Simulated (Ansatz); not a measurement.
**CH7BFGeN: a ladder of functionals and wavefunction methods**

The task here is to estimate one member of a computed series from the others.

The runs use Ansatz 0.2.0, Gaussian basis; functionals in def2-TZVPP, the program's frozen cores in correlated methods.

Levels to be run: PBE-D4, r2SCAN-D4, PBE0-D4, B3LYP-D4, ωB97X-V, ωB97M-V, B2PLYP; CCSD(T)/def2-TZVPP; MP2/def2-QZVPP; extrapolation to the limit.

### The geometry

An earlier PBE0-D4 in a triple-zeta def2 set relaxation fixed the geometry.

12 atoms, charge 0, spin multiplicity 1.

Atoms are counted from 1 here; the program's logs count them from 0.

Bond lengths: B1–Ge2 2.099 Å, B1–N4 1.653 Å, B1–H6 1.204 Å, B1–H7 1.201 Å, Ge2–C3 2.027 Å, Ge2–H8 1.539 Å, Ge2–H9 1.545 Å, C3–N4 1.486 Å, C3–F5 1.372 Å, C3–H10 1.093 Å, N4–H11 1.018 Å, N4–H12 1.017 Å. Angles: Ge2–B1–N4 85.3°, Ge2–B1–H6 111.2°, Ge2–B1–H7 121.2°, N4–B1–H6 107.6°, N4–B1–H7 110.4°, H6–B1–H7 116.0°, B1–Ge2–C3 71.6°, B1–Ge2–H8 128.2°, B1–Ge2–H9 120.8°, C3–Ge2–H8 111.1°, C3–Ge2–H9 107.2°, H8–Ge2–H9 107.9°, Ge2–C3–N4 92.4°, Ge2–C3–F5 126.7°, Ge2–C3–H10 110.5°, N4–C3–F5 110.0°, N4–C3–H10 106.8°, F5–C3–H10 108.1° and more.

The first run:

in.yaml reads:

```yaml
crystal:
  periodic: [false, false, false]
  atoms:
    - {symbol: B, position_ang: [0.105666, 0.667430, 1.170142]}
    - {symbol: Ge, position_ang: [-1.031568, 0.895909, -0.579251]}
    - {symbol: C, position_ang: [0.377464, -0.523306, -0.911328]}
    - {symbol: N, position_ang: [0.529205, -0.801507, 0.540264]}
    - {symbol: F, position_ang: [0.210328, -1.699132, -1.598826]}
    - {symbol: H, position_ang: [1.084132, 1.369063, 1.148386]}
    - {symbol: H, position_ang: [-0.419857, 0.528677, 2.240694]}
    - {symbol: H, position_ang: [-0.947747, 2.017124, -1.629765]}
    - {symbol: H, position_ang: [-2.410953, 0.213810, -0.719873]}
    - {symbol: H, position_ang: [1.311806, -0.063998, -1.244695]}
    - {symbol: H, position_ang: [1.439553, -1.172000, 0.805832]}
    - {symbol: H, position_ang: [-0.170929, -1.487169, 0.812521]}
basis:
  gaussian: {orbitals: def2-TZVPP}
hamiltonian: {xc: pbe, dispersion: d4}
output: {forces: true, orbitals: {seedname: orbitals}}
```

Command:

```sh
$ ansatz run in.yaml --threads 4 --pin off --events-out ev --progress --plain --max-ram 10444MiB
```

Among the steps run: PBE-D4 (GGA); r2SCAN-D4 (meta-GGA); PBE0-D4 (hybrid); B3LYP-D4 (hybrid); ωB97X-V (range-separated); ωB97M-V (range-separated); B2PLYP (double hybrid); CCSD(T) in def2-TZVPP; MP2 in def2-QZVPP.

One of the session's tables, all rows but one given; the rest of the session is left out.

It belongs to the step «Atomisation energies». 

| method | atomisation energy (kJ/mol) |
| --- | --- |
| PBE-D4 | 4092.6 |
| r2SCAN-D4 | 4018.9 |
| PBE0-D4 | 4016.4 |
| B3LYP-D4 | 4003.8 |
| ωB97X-V | 4029.9 |
| ωB97M-V | 4015.5 |
| B2PLYP | 3956.9 |
| HF/def2-TZVPP | 2822.9 |
| MP2/def2-TZVPP | 3954.7 |
| CCSD/def2-TZVPP | 3846.8 |
| CCSD(T)/def2-TZVPP | 3910.0 |
| MP2/CBS | 4051.2 |
| CCSD(T)/CBS | ? |

Estimate the missing values for CCSD(T)/CBS.

The run gave: atomisation energy (kJ/mol): 4006.5. In the column «atomisation energy (kJ/mol)» it lies between B3LYP-D4 (4003.8) and ωB97M-V (4015.5).

Caveats from the session: Free atoms (1 B, 1 Ge, 1 C, 1 N, 1 F, 7 H) were run apart at each level; the atomisation energy is their sum less the molecule, without zero-point or spin-orbit terms.
